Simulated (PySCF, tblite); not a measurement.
# C₆H₉O₂ radical: geometry, infrared bands and EPR parameters

Aim: predict the infrared bands and EPR parameters of C₆H₉O₂ radical (`COC[C](O)C1=CC1`).

Computed with tblite 0.8.0 and PySCF 2.14.0, with density-fitted response routines of our own, on a single molecule in the gas phase. Atoms are numbered from 0 throughout.

## Step 1: Starting geometry

17 atoms, charge 0, multiplicity 2; geometry from: force field or distance geometry start.

Bonds of the start (Å): C0–O1 1.39, O1–C2 1.41, C2–C3 1.47, C3–O4 1.39, C3–C5 1.47, C5–C6 1.36, C6–C7 1.47, C7–C5 1.51, C0–H8 1.11, C0–H9 1.10, C0–H10 1.10, C2–H11 1.10, C2–H12 1.10, O4–H13 1.01, C6–H14 1.11, C7–H15 1.11, C7–H16 1.11.

## Step 2: Geometry optimisation with GFN2-xTB

Job settings and geometry (Å):

```
{"job": {"kind": "relax", "xc": "GFN2-xTB", "basis": "xTB"}, "charge": 0, "multiplicity": 2}
C     -2.405600     0.360700     0.401700
O     -2.159200    -0.764000    -0.385500
C     -0.831200    -0.570400    -0.822500
C      0.024400    -0.464000     0.370500
O      0.044500    -1.563600     1.217900
C      1.318300     0.205900     0.172100
C      2.116200     1.207000     0.619300
C      2.647300     0.414300    -0.505000
H     -1.673400     0.396500     1.235000
H     -2.279500     1.236000    -0.254500
H     -3.408600     0.248300     0.829200
H     -0.613700    -1.403900    -1.504400
H     -0.792700     0.359100    -1.406400
H     -0.400300    -2.312200     0.712000
H      2.262300     2.038200     1.335200
H      3.478900    -0.249300    -0.205500
H      2.665500     0.873400    -1.520300
```

Started as:

```console
$ OMP_NUM_THREADS=1 python probes_run.py task.json out
```

The driver reads the jobs from task.json and runs them one after another.

The log of the run:

```text
step      E/eV     max force
  0    -690.23099    3.060
  1    -690.56095    1.693
  2    -690.67373    1.303
  3    -690.75438    0.987
  4    -690.81043    0.715
  5    -690.85349    0.427
  6    -690.88674    0.523
  7    -690.92209    0.417
  8    -690.94482    0.408
  9    -690.96434    0.388
 10    -690.98196    0.360
 11    -690.99665    0.351
 12    -691.00779    0.244
 13    -691.01686    0.274
 14    -691.02658    0.271
 15    -691.03742    0.322
 16    -691.04741    0.256
 17    -691.05717    0.338
 18    -691.07205    0.528
 19    -691.09685    0.657
 20    -691.13069    0.871
 21    -691.16585    0.817
 22    -691.17908    1.371
 23    -691.21642    0.575
 24    -691.23501    0.528
 25    -691.29036    0.550
 26    -691.32713    0.608
 27    -691.36902    0.703
 28    -691.41168    0.727
 29    -691.45279    0.467
 30    -691.49476    0.426
 31    -691.51908    0.358
 32    -691.54176    0.377
 33    -691.55221    0.379
 34    -691.56124    0.218
 35    -691.57008    0.276
 36    -691.58678    0.375
 37    -691.60708    0.419
 38    -691.63291    0.418
 39    -691.65903    0.410
 40    -691.68771    0.470
 41    -691.71027    0.468
 42    -691.72504    0.252
 43    -691.72799    0.516
 44    -691.73952    0.222
 45    -691.74359    0.134
 46    -691.75041    0.138
 47    -691.75423    0.294
 48    -691.75863    0.218
 49    -691.76491    0.181
 50    -691.77063    0.171
 51    -691.77736    0.162
 52    -691.78295    0.156
 53    -691.78637    0.141
 54    -691.78875    0.205
 55    -691.79075    0.153
 56    -691.79299    0.091
 57    -691.79414    0.084
 58    -691.79529    0.073
 59    -691.79607    0.066
 60    -691.79695    0.064
 61    -691.79791    0.071
 62    -691.79891    0.081
 63    -691.79967    0.074
 64    -691.80023    0.051
 65    -691.80073    0.052
 66    -691.80126    0.062
 67    -691.80179    0.060
 68    -691.80227    0.068
 69    -691.80269    0.060
 70    -691.80307    0.048
 71    -691.80339    0.046
 72    -691.80360    0.028
 73    -691.80373    0.027
 74    -691.80382    0.027
 75    -691.80390    0.024
 76    -691.80399    0.022
 77    -691.80407    0.020
 78    -691.80413    0.018
 79    -691.80419    0.020
 80    -691.80425    0.017
 81    -691.80433    0.023
 82    -691.80440    0.024
 83    -691.80446    0.017
 84    -691.80449    0.015
 85    -691.80452    0.011
 86    -691.80454    0.012
 87    -691.80456    0.009
```

Wall time 0.41 s (1 thread of Arm Neoverse V2, shared host).

Along the way: (not every step is listed)

```
step  energy from step 0 (eV)  largest force (eV/Å)
   0                   0.0000                3.0598
   1                  -0.3300                1.6931
   2                  -0.4427                1.3029
   3                  -0.5234                0.9866
   4                  -0.5794                0.7148
   5                  -0.6225                0.4265
   6                  -0.6558                0.5232
   7                  -0.6911                0.4170
   8                  -0.7138                0.4076
  15                  -0.8064                0.3217
  22                  -0.9481                1.3707
  29                  -1.2218                0.4668
  36                  -1.3558                0.3750
  43                  -1.4970                0.5158
  50                  -1.5396                0.1715
  57                  -1.5631                0.0840
  64                  -1.5692                0.0514
  71                  -1.5724                0.0463
  78                  -1.5731                0.0181
  82                  -1.5734                0.0238
  83                  -1.5735                0.0173
  84                  -1.5735                0.0147
  85                  -1.5735                0.0110
  86                  -1.5735                0.0124
  87                  -1.5736                0.0094
```

Close pairs (by a distance rule), those that changed most:

```
  bond  before (Å)  after (Å)  change (Å)
 C3–C5       1.470      1.354      -0.116
C6–H14       1.107      1.059      -0.048
 C2–C3       1.472      1.508      +0.036
O4–H13       1.007      0.971      -0.036
C7–H16       1.114      1.087      -0.027
 C3–O4       1.388      1.366      -0.023
C7–H15       1.105      1.087      -0.019
 C0–O1       1.395      1.409      +0.015
```

The final coordinates are the input of the step that follows.

## Step 3: Harmonic vibrations with GFN2-xTB

Job settings and geometry (Å):

```
{"job": {"kind": "ir", "xc": "GFN2-xTB", "basis": "xTB"}, "charge": 0, "multiplicity": 2}
C     -2.493531     0.388868     0.061335
O     -1.968441    -0.870679    -0.291117
C     -0.622800    -0.816805    -0.729238
C      0.320749    -0.637592     0.433679
O     -0.052898    -1.254495     1.593305
C      1.472043     0.070442     0.346806
C      2.625173     0.572174     0.836568
C      2.320451     0.886394    -0.580986
H     -1.935255     0.844617     0.886638
H     -2.475052     1.071555    -0.795313
H     -3.523871     0.218408     0.367333
H     -0.446702    -1.785370    -1.216553
H     -0.472493    -0.020403    -1.469171
H     -0.937416    -1.626285     1.442849
H      3.311407     0.692277     1.633845
H      2.870847     0.390390    -1.375866
H      2.000789     1.888535    -0.855100
```

The log of the run:

```text
mode    cm-1     km/mol
  1      45.3      1.62
  2     105.3      2.80
  3     135.9      1.64
  4     160.6      3.32
  5     175.4      0.42
  6     243.0     12.17
  7     280.9      9.76
  8     355.2     19.36
  9     385.3      1.74
 10     405.3      1.94
 11     492.9     62.84
 12     498.2     43.74
 13     501.6     62.84
 14     750.6      5.20
 15     908.1      7.56
 16     927.5     18.08
 17     963.3      0.70
 18     971.4     33.95
 19     996.7      3.33
 20    1008.1      3.18
 21    1050.9     24.41
 22    1083.9     77.03
 23    1132.3     17.91
 24    1139.3     36.33
 25    1144.9     10.92
 26    1155.7     37.48
 27    1233.3     16.39
 28    1267.1    340.33
 29    1286.6     33.35
 30    1378.1     36.59
 31    1407.8      0.30
 32    1440.9      0.79
 33    1467.9      6.17
 34    1475.5      2.81
 35    1489.3      5.10
 36    1744.4     81.93
 37    2892.6     23.44
 38    2910.3     34.82
 39    2921.2     41.15
 40    2940.3     38.09
 41    2966.6     60.75
 42    2993.6     71.83
 43    3031.6     20.74
 44    3262.5      5.42
 45    3406.3    113.48
```

Run time: 0.4 s. Hardware: 1 thread of Arm Neoverse V2, shared host.

The strongest bands and the atoms that carry them (share of the mass-weighted mode):

```
cm⁻¹  km/mol                       atoms
 493    62.8  H13 34 %, C5 16 %, O4 10 %
 502    62.8  H13 38 %, O4 18 %, C7 15 %
1084    77.0   O1 39 %, C0 25 %, C2 15 %
1267   340.3  C3 50 %, O4 24 %, H13 17 %
1744    81.9   C5 60 %, C3 17 %, C6 13 %
2967    60.8          H16 54 %, H15 36 %
2994    71.8          H15 57 %, H16 39 %
3406   113.5                    H13 94 %
```

## Step 4: EPR parameters: B3LYP/pcH-1

Settings changed since step 3:

```diff
@@ -1,2 +1,2 @@
-{"job": {"kind": "ir", "xc": "GFN2-xTB", "basis": "xTB"}, "charge": 0, "multiplicity": 2}
+{"job": {"kind": "epr", "basis": "pcH-1"}, "charge": 0, "multiplicity": 2}
 C     -2.493531     0.388868     0.061335
```

Level: UKS B3LYP, pcH-1 on C H O, non-relativistic, mean-field spin-orbit, GIAO.

The log of the run:

```text
UKS, coarse grid
  cycle   1  E = -384.25968419  |g| = 5.93e-01
  cycle   2  E = -384.08450886  |g| = 9.26e-01
  cycle   3  E = -384.38485080  |g| = 9.88e-02
  cycle   4  E = -384.38853716  |g| = 4.51e-02
  cycle   5  E = -384.38952740  |g| = 1.49e-02
  cycle   6  E = -384.38964604  |g| = 7.24e-03
  cycle   7  E = -384.38968201  |g| = 3.18e-03
  cycle   8  E = -384.38969066  |g| = 2.11e-03
  cycle   9  E = -384.38969331  |g| = 3.47e-04
UKS, final grid
  cycle   1  E = -384.38973946  |g| = 4.83e-04
  cycle   2  E = -384.38973933  |g| = 8.08e-04
  cycle   3  E = -384.38973955  |g| = 5.07e-05
  cycle   4  E = -384.38973955  |g| = 2.27e-05
E = -384.38973955 Eh   <S^2> = 0.7726 (exact 0.7500)
g shifts (ppm)      1          2          3
  rmc          -172       -172       -172
  gc             -2         35         35
  oz_so          23        923       1667
  total        -151        786       1530
hyperfine (MHz)  atom isotope    a_iso     a_fc   dipolar eigenvalues
    0   13C      -0.33      -0.33     -0.67      0.21      0.46
    1   17O     -11.39     -11.39     -3.34      1.51      1.83
    2   13C     -18.95     -18.95     -1.16     -0.29      1.45
    3   13C      47.39      47.39    -44.42    -43.24     87.66
    4   17O     -12.84     -12.84    -41.54     19.84     21.70
    5   13C     -49.96     -49.96    -26.08      6.97     19.11
    6   13C      63.68      63.68    -54.56    -50.17    104.74
    7   13C     -14.05     -14.05     -2.32     -0.10      2.42
    8    1H      -0.14      -0.14     -2.45     -2.06      4.51
    9    1H      -0.28      -0.28     -1.07     -0.93      2.00
   10    1H      -0.37      -0.37     -0.90     -0.70      1.60
   11    1H      61.59      61.59     -3.48     -1.52      5.00
   12    1H      12.63      12.63     -3.08     -2.38      5.46
   13    1H      -7.04      -7.04     -8.27     -5.68     13.95
   14    1H     -47.64     -47.64    -25.07      0.13     24.94
   15    1H      35.98      35.98     -2.92     -1.73      4.66
   16    1H      36.32      36.32     -2.98     -1.79      4.77
```

Run time: 68 s. Hardware: 1 thread of Arm Neoverse V2, shared host; peak memory 1 GiB.

Principal g values 2.00217, 2.00311, 2.00385; g(iso) = 2.00304, against 2.00232 for a free electron.

Hyperfine couplings; where a row names several nuclei, a(iso) is their mean (it holds for fast rotation or exchange) and the dipolar term the largest among them:

```
     nuclei  isotope  a(iso) (MHz)  a(iso) (G, at g = 2.0023)  largest dipolar term (MHz)
         C6      13C          63.7                       22.7                       104.7
         C5      13C         -50.0                      -17.8                       -26.1
        H14       1H         -47.6                      -17.0                       -25.1
         C3      13C          47.4                       16.9                        87.7
   H11, H12       1H          37.1                       13.2                         5.5
   H15, H16       1H          36.1                       12.9                         4.8
         C2      13C         -19.0                       -6.8                         1.4
         C7      13C         -14.0                       -5.0                         2.4
         O4      17O         -12.8                       -4.6                       -41.5
         O1      17O         -11.4                       -4.1                        -3.3
        H13       1H          -7.0                       -2.5                        14.0
         C0      13C          -0.3                       -0.1                        -0.7
H8, H9, H10       1H          -0.3                       -0.1                         4.5
```

Mulliken spin populations:

C0 0.00; O1 0.01; C2 -0.03; C3 0.49; O4 0.09; C5 -0.21; C6 0.66; C7 -0.04; H8 0.00; H9 0.00; H10 0.00; H11 0.03; H12 0.00; H13 0.00; H14 -0.03; H15 0.02; H16 0.02

In first order the couplings over 0.8 MHz of 1H give 36 distinct lines over 71.8 G, if the averaged nuclei exchange fast; the same motion can average rows kept apart here too.

Orbitals, density, ELF and potential are computed afterwards from the orbital file.

ELF in a plane through or near 6 of the atoms.

Ten even steps from ' ' (0.00) to '@' (1.00):
```
                                                        
                                                        
                                                        
                        ..::::..                        
                        ::****==..                      
        ==%%%%==        ::##%%##--                      
      ..%%@@@@%%--::..    ==****::                      
      ::%%@@@@@@****==..  ..::..          ....          
        ==%%@@::--%%##**++==--    --==--==%%@@%%::      
          --**==++##******++--  ::##%%**%%@@@@@@**      
          ::++%%**----++==--..  --%%##..%%@@@@@@##      
          ::==**==--......      ..++++..**@@@@@@==      
          ..--%%@@@@**          ..##@@@@%%--::..        
            --@@@@@@@@::        ..@@@@@@@@::            
            ::@@@@@@@@::        ..%%@@@@@@::            
              **@@%%++            ::##%%++              
                ....                                    
                                                        
                                                        
                                                        
```
The map spans 12.1 Å across and 9.2 Å up, centred on the molecule. Atoms in the plane (x, y in Å): C0 (2.4, -0.4), C6 (-2.7, 0.6), H9 (2.3, -1.5), H10 (3.4, -0.1), H14 (-3.4, 1.2), H16 (-2.3, -1.6).

On the surface of density 0.002 e/bohr³ the electrostatic potential runs, from the 1st to the 99th percentile, from -1.40 V near O4 to 1.63 V near H13.

The spin density lies nearest to C6 36 %; C3 29 %; C5 10 % (beta excess); O4 8 %.

## Step 5: What came out

| quantity | value |
| --- | --- |
| strongest single infrared mode (GFN2-xTB) | 1267 cm⁻¹, 340 km/mol |
| zero-point energy (GFN2-xTB) | 83.7 kcal/mol |
| g(iso) (B3LYP) | 2.00304 |
| ⟨S²⟩ | 0.773 (exact 0.75) |
| largest a(iso) (averaged by class) | 13C on C6, 63.7 MHz |
| potential on the surface of density 0.002 e/bohr³, 1st and 99th percentile | -1.40 V and 1.63 V |

**Reading.** Over 87 steps the energy fell by 1.574 eV; of the close pairs, C3–C5 changed most, 1.470 to 1.354 Å. No mode is imaginary among the 45: a minimum at this level. The strongest single mode, at 1267 cm⁻¹, is spread over several atoms, C3, O4, H13 among them. GFN2-xTB is a fitted tight-binding method: band positions and strengths are rough. Its intensities can rank the bands wrongly. The largest spin populations lie on C6 (0.66 e), C3 (0.49 e). The isotropic g lies 0.7 ppt above the free-electron value. These values are for one conformer; the search (at its own cheap level) found 2 more, at 0.64, 0.80 kcal/mol, and measured spectra average over such forms.
